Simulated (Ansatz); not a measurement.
# SrPd5: the cost of one run

Program: Ansatz 0.2.0. Level of theory: DFT PBEsol, scalar-relativistic, plane waves, PAW. These are calculated values, not measurements.

**1. The starting structure**

Symmetry: P6/mmm, No. 191, hexagonal system. The conventional cell has a = 5.383 Å, b = 5.383 Å, c = 4.392 Å, α = 90.00°, β = 90.00°, γ = 120.00°. Sr (site symmetry 6/mmm) has 18 Pd at 3.11 to 3.47 Å in its first shell of neighbours. Around Pd (site symmetry -6m2) lie 9 Pd at 2.69 to 3.11 Å and 3 Sr at 3.11 Å. Pd (site symmetry mmm) is surrounded by 8 Pd at 2.69 Å.

As a file:

```cif
data_structure
_symmetry_space_group_name_H-M 'P 1'
_symmetry_Int_Tables_number 1
_cell_length_a 5.3830
_cell_length_b 5.3830
_cell_length_c 4.3920
_cell_angle_alpha 90.000
_cell_angle_beta 90.000
_cell_angle_gamma 120.000
_cell_volume 110.22
loop_
_atom_site_label
_atom_site_type_symbol
_atom_site_fract_x
_atom_site_fract_y
_atom_site_fract_z
_atom_site_occupancy
Sr1 Sr 0.00000 0.00000 0.00000 1
Pd1 Pd 0.33333 0.66667 0.00000 1
Pd2 Pd 0.66667 0.33333 0.00000 1
Pd3 Pd 0.50000 0.00000 0.50000 1
Pd4 Pd 0.50000 0.50000 0.50000 1
Pd5 Pd 0.00000 0.50000 0.50000 1
```

The structure comes from the Crystallography Open Database.

(A quick probe on a coarse mesh, which set the mesh and smearing, is not shown.)

**3. Relaxing cell and atoms**

input.yaml reads:

```yaml
crystal:
  lattice:
    - [5.383, 0.0, 0.0]
    - [-2.6915, 4.6618147486, 0.0]
    - [0.0, 0.0, 4.392]
  atoms:
    - { symbol: Sr, position: [0.0, 0.0, 0.0] }
    - { symbol: Pd, position: [0.3333333333, 0.6666666667, 0.0] }
    - { symbol: Pd, position: [0.6666666667, 0.3333333333, 0.0] }
    - { symbol: Pd, position: [0.5, 0.0, 0.5] }
    - { symbol: Pd, position: [0.5, 0.5, 0.5] }
    - { symbol: Pd, position: [0.0, 0.5, 0.5] }
basis:
  ecutwfc: 420
kpoints:
  mp_grid: { grid: [12, 12, 8] }
hamiltonian:
  xc: pbesol
scf:
  occupations: { method: gaussian, width: 0.1 }
output:
  forces: true
  stress: true
  eigenvalues: true
relax:
  adjacent_minimum: "off"
  f_tol: 0.005
  max_steps: 80
  cell: { stress_tol: 0.05 }
```

On the command line:

```console
$ ansatz run input.yaml --threads 1 --pin off --max-ram 2560MiB --backend cpu --events-out ev --progress --plain --runs-dir out
```

Q: Estimate wall time and peak memory on 1 thread of Arm Neoverse V1, shared host.

About 2.9 min, with a peak of 0.66 GiB.
